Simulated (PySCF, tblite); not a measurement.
# C6H8FNS: geometry, infrared bands and NMR shifts

Wanted: the infrared bands and NMR shifts of C6H8FNS (`CS/C(=C/F)[C@@H](C)C#N`), by calculation.

The runs use tblite 0.8.0 and PySCF 2.14.0, with density-fitted response routines of our own; the level of theory stands in each step. All values are computed, except where a source is named. Atoms are numbered from 0 throughout.

### Step 1. The molecule as given

17 atoms, charge 0, multiplicity 1; geometry from: force field or distance geometry start.

Bonds of the start (Å): C0–S1 1.81, S1–C2 1.78, C2–C3 1.32, C3–F4 1.34, C2–C5 1.48, C5–C6 1.50, C5–C7 1.47, C7–N8 1.15, C0–H9 1.09, C0–H10 1.11, C0–H11 1.10, C3–H12 1.08, C5–H13 1.11, C6–H14 1.11, C6–H15 1.13, C6–H16 1.11.

### Step 2. Geometry optimisation with GFN2-xTB

What the job is given:

```
{"job": {"kind": "relax", "xc": "GFN2-xTB", "basis": "xTB"}, "charge": 0, "multiplicity": 1}
C      3.023700    -0.413500    -0.005300
S      1.444600    -1.143800     0.495900
C      0.113900    -0.004800     0.156200
C      0.428500     1.151400    -0.401800
F     -0.511800     2.063900    -0.685800
C     -1.260100    -0.444200     0.505100
C     -2.307100     0.602200     0.241600
C     -1.488600    -1.671900    -0.269500
N     -1.670900    -2.633900    -0.881100
H      2.899700     0.011300    -1.003600
H      3.295500     0.410500     0.684000
H      3.774300    -1.220200    -0.063900
H      1.457900     1.408300    -0.620200
H     -1.302300    -0.716800     1.583700
H     -2.144600     1.535100     0.815200
H     -3.326000     0.233400     0.570600
H     -2.433600     0.844900    -0.832100
```

Command:

```sh
> OMP_NUM_THREADS=1 python probes_run.py task.json out
```

This one command runs all jobs of the session in turn.

**Question.** This job is followed by: GFN2-xTB harmonic vibrations, gas phase; GIAO PBE0/pcSseg-1 NMR shielding, non-relativistic, gas phase. Predict these results of the whole session: strongest single infrared mode (GFN2-xTB); zero-point energy (GFN2-xTB); 13C shifts against TMS (PBE0/pcSseg-1); 1H shifts against TMS (PBE0/pcSseg-1, means over atoms taken as alike); 33S shifts against CS2 (PBE0/pcSseg-1); 19F shifts against CFCl3 (PBE0/pcSseg-1); 15N shifts against NH3 (PBE0/pcSseg-1); surface potential, 1st and 99th percentile.

As calculated:

```
                                                              quantity                                      value
                             strongest single infrared mode (GFN2-xTB)                      2412 cm⁻¹, 180 km/mol
                                          zero-point energy (GFN2-xTB)                              78.9 kcal/mol
                                13C shifts against TMS (PBE0/pcSseg-1)  149.9, 131.0, 124.0, 29.1, 20.3, 19.1 ppm
1H shifts against TMS (PBE0/pcSseg-1, means over atoms taken as alike)                 6.11, 2.53, 2.20, 1.59 ppm
                                33S shifts against CS2 (PBE0/pcSseg-1)                                    -16 ppm
                              19F shifts against CFCl3 (PBE0/pcSseg-1)                                 -127.4 ppm
                                15N shifts against NH3 (PBE0/pcSseg-1)                                  298.9 ppm
                                 surface potential, 1st and 99th percentile                         -1.93 V and 1.46 V
```

The optimisation took 175 steps and gained 0.434 eV; among the close pairs (by a distance rule), C6–H15 changed most, from 1.132 to 1.087 Å. All 45 modes are real, so the xTB geometry is a minimum. The strongest single mode, at 2412 cm⁻¹, moves mainly C7 and N8. GFN2-xTB is a fitted tight-binding method: band positions and strengths are rough. Its intensities can rank the bands wrongly. H12 (hydrogen on an alkene CH) lies farthest downfield among hydrogen, at 6.11 ppm; a vinylic proton, deshielded by the sp2 carbon and the C=C anisotropy. At PBE0/pcSseg-1: The largest span, 482 ppm, is at N8, where the paramagnetic term is -371 ppm.
